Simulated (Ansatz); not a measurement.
# SnSe2: the cost of one run

Method: DFT HSE06, scalar-relativistic, plane waves, PAW, in Ansatz 0.2.0.

### Step 1. The structure to begin with

Symmetry: P-3m1, No. 164, trigonal system. Conventional cell: a = 3.829 Å, b = 3.829 Å, c = 6.845 Å, α = 90.00°, β = 90.00°, γ = 120.00°. Sn (site symmetry -3m) is surrounded by 6 Se at 2.71 Å. Se (site symmetry 3m) is surrounded by 3 Sn at 2.71 Å.

Structure file:

```
CELL_PARAMETERS angstrom
3.82863 0.00000 0.00000
-1.91432 3.31569 0.00000
0.00000 0.00000 6.84456
ATOMIC_POSITIONS crystal
Sn 0.00000 0.00000 0.00000
Se 0.33333 0.66667 0.22802
Se 0.66667 0.33333 0.77198
```

This cell was relaxed beforehand with the same method: volume 28.96 Å³/atom, gap on the mesh 1.45 eV.

### Step 2. Point at V/V0 = 0.97

Input file input.yaml:

```yaml
crystal:
  lattice:
    - [3.789956357, 0.0, 0.0]
    - [-1.8949781785, 3.2821984844, 0.0]
    - [0.0, 0.0, 6.7754155691]
  atoms:
    - { symbol: Sn, position: [0.0, 0.0, 0.0] }
    - { symbol: Se, position: [0.3333333333, 0.6666666667, 0.2280242044] }
    - { symbol: Se, position: [0.6666666667, 0.3333333333, 0.7719757956] }
basis:
  ecutwfc: 420
kpoints:
  mp_grid: { grid: [6, 6, 4] }
hamiltonian:
  xc: hse06
scf:
  occupations: { method: gaussian, width: 0.02 }
output:
  forces: true
  stress: true
  eigenvalues: true
relax:
  adjacent_minimum: "off"
  f_tol: 0.01
  max_steps: 30
  cell: { stress_tol: 0.1, fix: [volume] }
```

On the command line:

```console
> ansatz run input.yaml --threads 4 --pin off --max-ram 10240MiB --backend cpu --events-out ev --progress --plain --runs-dir out
```

**Question.** How long does this run take on 4 threads of Intel Xeon at 2.50GHz (Skylake/Cascade Lake), shared host, and how much memory does it need?

About 5.4 min, with a peak of 2.5 GiB.
